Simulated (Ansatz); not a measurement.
**AlH8NO2Si2: small, medium and large basis sets**

How large a basis does AlH8NO2Si2 need? Two functionals are run in growing sets.

Method: one geometry, several basis sets; program: Ansatz 0.2.0, Gaussian basis.

The runs, in order: PBE0-D4/def2-SVP; ωB97M-V/def2-SVP; PBE0-D4/def2-QZVPP; ωB97M-V/def2-QZVPP; the functionals' def2-TZVPP values are taken from earlier runs.

### 1 Structure used throughout

All runs share one geometry, relaxed beforehand with PBE0-D4 in a triple-zeta def2 set.

SMILES `[NH2][Al]([O][SiH3])[O][SiH3]`, 14 atoms, charge 0, spin multiplicity 1.

Atoms are counted from 1 here; the program's logs count them from 0.

Bond lengths: N1–Al2 1.752 Å, N1–H7 1.006 Å, N1–H8 1.006 Å, Al2–O3 1.679 Å, Al2–O5 1.679 Å, O3–Si4 1.622 Å, Si4–H9 1.487 Å, Si4–H10 1.489 Å, Si4–H11 1.488 Å, O5–Si6 1.622 Å, Si6–H12 1.488 Å, Si6–H13 1.487 Å, Si6–H14 1.489 Å. Angles: Al2–N1–H7 124.5°, Al2–N1–H8 124.6°, H7–N1–H8 110.9°, N1–Al2–O3 119.7°, N1–Al2–O5 119.7°, O3–Al2–O5 120.6°, Al2–O3–Si4 162.7°, O3–Si4–H9 109.9°, O3–Si4–H10 110.9°, O3–Si4–H11 109.9°, H9–Si4–H10 108.6°, H9–Si4–H11 108.7°, H10–Si4–H11 108.6°, Al2–O5–Si6 162.8°, O5–Si6–H12 110.0°, O5–Si6–H13 109.9°, O5–Si6–H14 110.9°, H12–Si6–H13 108.7° and more.

### 2 PBE0-D4 in def2-SVP

Input file in.yaml:

```yaml
crystal:
  periodic: [false, false, false]
  atoms:
    - {symbol: N, position_ang: [-0.960350, -1.279464, -2.208282]}
    - {symbol: Al, position_ang: [-0.345653, -0.458687, -0.787960]}
    - {symbol: O, position_ang: [-0.131420, -1.315048, 0.639927]}
    - {symbol: Si, position_ang: [0.231292, -1.704960, 2.171993]}
    - {symbol: O, position_ang: [0.024666, 1.176739, -0.866435]}
    - {symbol: Si, position_ang: [0.500606, 2.677776, -0.477663]}
    - {symbol: H, position_ang: [-1.204281, -2.254584, -2.241923]}
    - {symbol: H, position_ang: [-1.117343, -0.839051, -3.098694]}
    - {symbol: H, position_ang: [-0.972574, -2.248893, 2.855497]}
    - {symbol: H, position_ang: [0.707831, -0.512655, 2.925299]}
    - {symbol: H, position_ang: [1.300860, -2.738534, 2.192877]}
    - {symbol: H, position_ang: [1.735200, 3.030007, -1.228988]}
    - {symbol: H, position_ang: [-0.566147, 3.653719, -0.826606]}
    - {symbol: H, position_ang: [0.784512, 2.784438, 0.979757]}
basis:
  gaussian: {orbitals: def2-SVP}
hamiltonian: {xc: pbe0, dispersion: d4}
output: {orbitals: {seedname: orbitals}}
```

Launch:

```bash
$ ansatz run in.yaml --threads 4 --pin off --events-out ev --progress --plain --max-ram 11315MiB
```

The runs that follow: ωB97M-V in def2-SVP; PBE0-D4 in def2-QZVPP; ωB97M-V in def2-QZVPP.

Q: Predict the results of all the runs planned. Wanted: PBE0-D4: double and triple zeta above quadruple; ωB97M-V: double and triple zeta above quadruple.

The runs gave:

```
                                       quantity           value
PBE0-D4: double and triple zeta above quadruple  16.37, 1.14 eV
ωB97M-V: double and triple zeta above quadruple  16.47, 1.05 eV
```

**Reading.** PBE0-D4 gains 15.23 eV from double to triple zeta, then 1.14 eV more. These are total energies; as a rule much of such shifts cancels in differences, which this series doesn't test. The LUMO of ωB97M-V is positive and keeps falling with the basis (1.41 to 0.62 eV): an unbound level that the basis holds in place.
